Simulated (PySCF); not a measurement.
# CH₅GeN: NMR shieldings, spin-spin couplings, relativistic core levels, part 1 of 2

What do calculations give for the NMR shieldings, spin-spin couplings, relativistic core levels of CH₅GeN (`[H]/N=[CH]/[GeH3]`)?

Programs: PySCF 2.14.0, with routines of our own; each step states its level. All values are computed. Atoms count from 0.

## 1. The system as given

8 atoms, charge 0, multiplicity 1; geometry from: GFN2-xTB.

## 2. Geometry optimisation at PBE0-D3(BJ)/def2-SVP

The job: settings as JSON, then the geometry in Å.

```
{"job": {"xc": "PBE0", "basis": "def2-SVP", "d3": "d3bj", "grid": 1, "maxiter": 30, "shake": 0.01, "kind": "geom"}, "charge": 0, "multiplicity": 1}
N      1.587110    -0.206670     0.681300
C      0.784510     0.163300    -0.247860
Ge    -1.151760    -0.097710     0.013750
H      2.596790    -0.028340     0.506650
H      1.131360     0.605700    -1.202180
H     -1.685590    -0.966430    -1.059170
H     -1.838120     1.210000    -0.090490
H     -1.369170    -0.699000     1.345540
```

The run is started by

```sh
$ OMP_NUM_THREADS=1 python heavy_run.py task.json out
```

One launch serves the whole session: the jobs run in the order shown.

Standard output:

```text
step   0  E = -2172.11209514  max force = 0.023568
step   1  E = -2172.11633907  max force = 0.004603
step   2  E = -2172.11637524  max force = 0.007765
step   3  E = -2172.11700063  max force = 0.000858
step   4  E = -2172.11703054  max force = 0.000567
step   5  E = -2172.11703898  max force = 0.000091
optimisation converged
```

Wall time 13 s (1 thread of Arm Neoverse V1, shared host); peak memory 0.36 GiB.

Step by step:

| step | energy from step 0 (eV) | largest force component (eV/Å) |
| --- | --- | --- |
| 0 | 0.0000 | 1.2119 |
| 1 | -0.1155 | 0.2367 |
| 2 | -0.1165 | 0.3993 |
| 3 | -0.1335 | 0.0441 |
| 4 | -0.1343 | 0.0292 |
| 5 | -0.1345 | 0.0047 |

Close pairs (by a distance rule), those that changed most:

| bond | before (Å) | after (Å) | change (Å) |
| --- | --- | --- | --- |
| Ge2–H5 | 1.480 | 1.542 | +0.062 |
| Ge2–H6 | 1.481 | 1.542 | +0.061 |
| Ge2–H7 | 1.477 | 1.533 | +0.056 |
| N0–C1 | 1.282 | 1.270 | -0.013 |
| N0–H3 | 1.040 | 1.028 | -0.012 |
| C1–Ge2 | 1.971 | 1.964 | -0.008 |
| C1–H4 | 1.108 | 1.111 | +0.004 |

The next job starts from the end point, and lists it.

| at the end point | value |
| --- | --- |
| point group (found at 0.08 Å tolerance) | Cs |
| rotational constants (GHz, main isotopes) | 36.106, 3.803, 3.594 |
| dipole moment (D) | 1.76 |

## 3. NMR shieldings: PBE0/pcJ-1 Ge:dyall-v2z, spin–orbit

The job: settings as JSON, then the geometry in Å.

```
{"job": {"kind": "hnmr", "xc": "PBE0", "basis": {"default": "pcJ-1", "Ge": "dyall-v2z"}, "rel": "so"}, "charge": 0, "multiplicity": 1}
N      1.655242    -0.124820     0.566122
C      0.769911     0.181064    -0.290886
Ge    -1.123333    -0.142904     0.116836
H      2.595785     0.099735     0.216707
H      1.012813     0.629249    -1.278267
H     -1.716883    -1.085760    -0.948907
H     -1.892376     1.191808     0.051747
H     -1.242806    -0.765916     1.512753
```

With the program's defaults for keys left out, this is: PBE0/pcJ-1 Ge:dyall-v2z GIAO NMR shielding, X2C with spin-orbit coupling, screened-nuclear two-electron part, Gaussian nuclei, gas phase.

Standard output:

```text
spin-free SCF
coarse grid: 30080 points
cycle   1  E = -2194.2948031394  dE =  3.116e-02  |g| = 4.835e-01  |ddm| = 2.169e+00
cycle   2  E = -2194.2476996569  dE =  4.710e-02  |g| = 7.384e-01  |ddm| = 7.367e-01
cycle   3  E = -2194.3229147593  dE = -7.522e-02  |g| = 9.577e-02  |ddm| = 4.669e-01
cycle   4  E = -2194.3237723860  dE = -8.576e-04  |g| = 7.926e-02  |ddm| = 8.983e-02
cycle   5  E = -2194.3249012729  dE = -1.129e-03  |g| = 5.567e-03  |ddm| = 4.174e-02
cycle   6  E = -2194.3249067124  dE = -5.439e-06  |g| = 2.294e-03  |ddm| = 6.423e-03
final grid: 62104 points
cycle   7  E = -2194.3250142542  dE =  3.106e-07  |g| = 2.970e-03  |ddm| = 3.893e-03
cycle   8  E = -2194.3250134541  dE =  8.001e-07  |g| = 3.873e-03  |ddm| = 4.371e-03
cycle   9  E = -2194.3250155264  dE = -2.072e-06  |g| = 4.316e-04  |ddm| = 2.451e-03
cycle  10  E = -2194.3250155652  dE = -3.883e-08  |g| = 1.377e-04  |ddm| = 3.228e-04
cycle  11  E = -2194.3250155690  dE = -3.732e-09  |g| = 3.975e-05  |ddm| = 8.626e-05
converged SCF energy = -2194.3250155690
two-component SCF
cycle   1  E = -2194.2877282364  dE = -2.194e+03  |FDS-SDF| = 1.504e+01
cycle   2  E = -2194.3679167143  dE = -8.019e-02  |FDS-SDF| = 7.131e-02
cycle   3  E = -2194.3679719598  dE = -5.525e-05  |FDS-SDF| = 2.474e-03
cycle   4  E = -2194.3679725608  dE = -6.011e-07  |FDS-SDF| = 1.470e-03
cycle   5  E = -2194.3679726574  dE = -9.653e-08  |FDS-SDF| = 4.709e-04
cycle   6  E = -2194.3679726753  dE = -1.798e-08  |FDS-SDF| = 4.275e-05
converged, E = -2194.3679726753

Field gradients (au) and densities at the nuclei (bohr^-3)
atom        Vxx        Vyy        Vzz        centre      nuclear mean
  0 N      0.2528     0.7836    -1.0364        204.889        204.884
  1 C     -0.1363    -0.2504     0.3867        125.998        125.995
  2 Ge    -0.0096    -0.2242     0.2339      29255.520      29226.144
  3 H     -0.1720    -0.1815     0.3535          0.474          0.474
  4 H     -0.1257    -0.1367     0.2624          0.470          0.470
  5 H     -0.0653    -0.0680     0.1333          0.407          0.407
  6 H     -0.0653    -0.0679     0.1333          0.407          0.407
  7 H     -0.0681    -0.0691     0.1373          0.406          0.406
without picture change
  2 Ge                           0.2415                     45024.230

Core orbital energies (eV)
atom   shell        mean    spread
  2 Ge 1s       -11005.965   0.000
  2 Ge 2s        -1390.818   0.000
  2 Ge 3s         -176.269   0.000
  2 Ge 4s          -16.775   0.000
  2 Ge 2p1/2     -1235.509   0.000
  2 Ge 2p3/2     -1203.750   0.002
  2 Ge 3p1/2      -124.666   0.000
  2 Ge 3p3/2      -120.323   0.007
  2 Ge 3d3/2       -32.888   0.014
  2 Ge 3d5/2       -32.301   0.056

Shielding tensors (ppm)
atom      isotropic    diamagn.    paramagn.     s11        s22        s33       span
  0 N      -163.66      317.79     -481.45    -543.25    -176.59     228.88     772.13
  1 C        -8.05      251.44     -259.49    -107.18     -40.61     123.64     230.82
  2 Ge     1778.71     2650.35     -871.64    1683.46    1789.71    1862.96     179.50
  3 H        19.27       29.55      -10.27      10.38      23.55      23.89      13.51
  4 H        21.85       29.31       -7.46      20.76      20.88      23.91       3.15
  5 H        26.87       27.49       -0.63      21.21      22.41      36.99      15.78
  6 H        26.87       27.49       -0.63      21.21      22.41      36.99      15.78
  7 H        27.04       27.62       -0.58      21.26      22.54      37.32      16.06
```

Run time: 47 s. Hardware: 1 thread of Arm Neoverse V1, shared host; peak memory 1.1 GiB.

From this job:

| quantity | value |
| --- | --- |
| energy from spin-orbit coupling | -0.0430 Eh |

## 4. Spin-spin couplings: PBE0/pcJ-1 Ge:dyall-v2z, spin–orbit

Settings changed since step 3:

```diff
@@ -1,2 +1,2 @@
-{"job": {"kind": "hnmr", "xc": "PBE0", "basis": {"default": "pcJ-1", "Ge": "dyall-v2z"}, "rel": "so"}, "charge": 0, "multiplicity": 1}
+{"job": {"kind": "hj", "xc": "PBE0", "basis": {"default": "pcJ-1", "Ge": "dyall-v2z"}, "rel": "so", "atoms": [2]}, "charge": 0, "multiplicity": 1}
 N      1.655242    -0.124820     0.566122
```

Method: PBE0/pcJ-1 Ge:dyall-v2z indirect spin-spin coupling, X2C with spin-orbit coupling, screened-nuclear two-electron part, Gaussian nuclei, gas phase.

Standard output:

```text
spin-free SCF
coarse grid: 30080 points
cycle   1  E = -2194.2948031394  dE =  3.116e-02  |g| = 4.835e-01  |ddm| = 2.169e+00
cycle   2  E = -2194.2476996569  dE =  4.710e-02  |g| = 7.384e-01  |ddm| = 7.367e-01
cycle   3  E = -2194.3229147593  dE = -7.522e-02  |g| = 9.577e-02  |ddm| = 4.669e-01
cycle   4  E = -2194.3237723860  dE = -8.576e-04  |g| = 7.926e-02  |ddm| = 8.983e-02
cycle   5  E = -2194.3249012729  dE = -1.129e-03  |g| = 5.567e-03  |ddm| = 4.174e-02
cycle   6  E = -2194.3249067124  dE = -5.439e-06  |g| = 2.294e-03  |ddm| = 6.423e-03
final grid: 62104 points
cycle   7  E = -2194.3250142542  dE =  3.106e-07  |g| = 2.970e-03  |ddm| = 3.893e-03
cycle   8  E = -2194.3250134541  dE =  8.001e-07  |g| = 3.873e-03  |ddm| = 4.371e-03
cycle   9  E = -2194.3250155264  dE = -2.072e-06  |g| = 4.316e-04  |ddm| = 2.451e-03
cycle  10  E = -2194.3250155652  dE = -3.883e-08  |g| = 1.377e-04  |ddm| = 3.228e-04
cycle  11  E = -2194.3250155690  dE = -3.732e-09  |g| = 3.975e-05  |ddm| = 8.626e-05
converged SCF energy = -2194.3250155690
two-component SCF
cycle   1  E = -2194.2877282364  dE = -2.194e+03  |FDS-SDF| = 1.504e+01
cycle   2  E = -2194.3679167143  dE = -8.019e-02  |FDS-SDF| = 7.131e-02
cycle   3  E = -2194.3679719598  dE = -5.525e-05  |FDS-SDF| = 2.474e-03
cycle   4  E = -2194.3679725608  dE = -6.011e-07  |FDS-SDF| = 1.470e-03
cycle   5  E = -2194.3679726574  dE = -9.653e-08  |FDS-SDF| = 4.709e-04
cycle   6  E = -2194.3679726753  dE = -1.798e-08  |FDS-SDF| = 4.275e-05
converged, E = -2194.3679726753

Indirect spin-spin couplings
  i        j     bonds      J/Hz   K/1e19 T2/J   anisotropy/Hz
  2  73Ge   0  15N    2        9.32      218.61        -3.4
  2  73Ge   1  13C    1      -32.17      304.30       -32.2
  2  73Ge   3   1H    3      -16.74       39.83        -3.0
  2  73Ge   4   1H    2      -16.75       39.86         2.1
  2  73Ge   5   1H    1      -88.77      211.22       -18.6
  2  73Ge   6   1H    1      -88.85      211.40       -18.6
  2  73Ge   7   1H    1     -103.00      245.07       -17.9
```

It took 39 s on 1 thread of Arm Neoverse V1, shared host; peak memory 0.78 GiB.

Key values:

| quantity | value |
| --- | --- |
| energy from spin-orbit coupling | -0.0430 Eh |

## 5. Relativistic core levels: PBE0/pcJ-1 Ge:dyall-v2z, spin–orbit

Settings changed since step 4:

```diff
@@ -1,2 +1,2 @@
-{"job": {"kind": "hj", "xc": "PBE0", "basis": {"default": "pcJ-1", "Ge": "dyall-v2z"}, "rel": "so", "atoms": [2]}, "charge": 0, "multiplicity": 1}
+{"job": {"kind": "hxps", "xc": "PBE0", "basis": {"default": "pcJ-1", "Ge": "dyall-v2z"}, "rel": "so", "holes": [[2, "2p"]]}, "charge": 0, "multiplicity": 1}
 N      1.655242    -0.124820     0.566122
```

Level: PBE0/pcJ-1 Ge:dyall-v2z core ionisation, delta-SCF with one localised hole, X2C with spin-orbit coupling, screened-nuclear two-electron part, Gaussian nuclei, gas phase.

Standard output:

```text
spin-free SCF
coarse grid: 30080 points
cycle   1  E = -2194.2948031394  dE =  3.116e-02  |g| = 4.835e-01  |ddm| = 2.169e+00
cycle   2  E = -2194.2476996569  dE =  4.710e-02  |g| = 7.384e-01  |ddm| = 7.367e-01
cycle   3  E = -2194.3229147593  dE = -7.522e-02  |g| = 9.577e-02  |ddm| = 4.669e-01
cycle   4  E = -2194.3237723860  dE = -8.576e-04  |g| = 7.926e-02  |ddm| = 8.983e-02
cycle   5  E = -2194.3249012729  dE = -1.129e-03  |g| = 5.567e-03  |ddm| = 4.174e-02
cycle   6  E = -2194.3249067124  dE = -5.439e-06  |g| = 2.294e-03  |ddm| = 6.423e-03
final grid: 62104 points
cycle   7  E = -2194.3250142542  dE =  3.106e-07  |g| = 2.970e-03  |ddm| = 3.893e-03
cycle   8  E = -2194.3250134541  dE =  8.001e-07  |g| = 3.873e-03  |ddm| = 4.371e-03
cycle   9  E = -2194.3250155264  dE = -2.072e-06  |g| = 4.316e-04  |ddm| = 2.451e-03
cycle  10  E = -2194.3250155652  dE = -3.883e-08  |g| = 1.377e-04  |ddm| = 3.228e-04
cycle  11  E = -2194.3250155690  dE = -3.732e-09  |g| = 3.975e-05  |ddm| = 8.626e-05
converged SCF energy = -2194.3250155690
two-component SCF
cycle   1  E = -2194.2877282364  dE = -2.194e+03  |FDS-SDF| = 1.504e+01
cycle   2  E = -2194.3679167143  dE = -8.019e-02  |FDS-SDF| = 7.131e-02
cycle   3  E = -2194.3679719598  dE = -5.525e-05  |FDS-SDF| = 2.474e-03
cycle   4  E = -2194.3679725608  dE = -6.011e-07  |FDS-SDF| = 1.470e-03
cycle   5  E = -2194.3679726574  dE = -9.653e-08  |FDS-SDF| = 4.709e-04
cycle   6  E = -2194.3679726753  dE = -1.798e-08  |FDS-SDF| = 4.275e-05
converged, E = -2194.3679726753

Field gradients (au) and densities at the nuclei (bohr^-3)
atom        Vxx        Vyy        Vzz        centre      nuclear mean
  0 N      0.2528     0.7836    -1.0364        204.889        204.884
  1 C     -0.1363    -0.2504     0.3867        125.998        125.995
  2 Ge    -0.0096    -0.2242     0.2339      29255.520      29226.144
  3 H     -0.1720    -0.1815     0.3535          0.474          0.474
  4 H     -0.1257    -0.1367     0.2624          0.470          0.470
  5 H     -0.0653    -0.0680     0.1333          0.407          0.407
  6 H     -0.0653    -0.0679     0.1333          0.407          0.407
  7 H     -0.0681    -0.0691     0.1373          0.406          0.406
without picture change
  2 Ge                           0.2415                     45024.230

Core orbital energies (eV)
atom   shell        mean    spread
  2 Ge 1s       -11005.965   0.000
  2 Ge 2s        -1390.818   0.000
  2 Ge 3s         -176.269   0.000
  2 Ge 4s          -16.775   0.000
  2 Ge 2p1/2     -1235.509   0.000
  2 Ge 2p3/2     -1203.750   0.002
  2 Ge 3p1/2      -124.666   0.000
  2 Ge 3p3/2      -120.323   0.007
  2 Ge 3d3/2       -32.888   0.014
  2 Ge 3d5/2       -32.301   0.056

hole in 2p3/2 of atom 2
cycle   1  E = -2148.4023330340  dE = -2.148e+03  |FDS-SDF| = 6.562e+00
cycle   2  E = -2148.3100790401  dE =  9.225e-02  |FDS-SDF| = 5.624e+00
cycle   3  E = -2149.4850869766  dE = -1.175e+00  |FDS-SDF| = 6.217e-01
cycle   4  E = -2149.5005330128  dE = -1.545e-02  |FDS-SDF| = 1.854e-01
cycle   5  E = -2149.5067573423  dE = -6.224e-03  |FDS-SDF| = 6.095e-02
cycle   6  E = -2149.5074260502  dE = -6.687e-04  |FDS-SDF| = 7.895e-03
cycle   7  E = -2149.5074413306  dE = -1.528e-05  |FDS-SDF| = 1.167e-03
cycle   8  E = -2149.5074417554  dE = -4.248e-07  |FDS-SDF| = 2.007e-04
cycle   9  E = -2149.5074417757  dE = -2.034e-08  |FDS-SDF| = 6.391e-05
converged, E = -2149.5074417757

Core binding energies (eV)
atom   line    delta-SCF   -orbital   splitting
  2 Ge 2p3/2    1220.716    1203.75    31.759
```

Run time: 27 s. Hardware: 1 thread of Arm Neoverse V1, shared host; peak memory 0.88 GiB.

From this job:

| quantity | value |
| --- | --- |
| energy from spin-orbit coupling | -0.0430 Eh |

(Continued in part 2 of 2.)
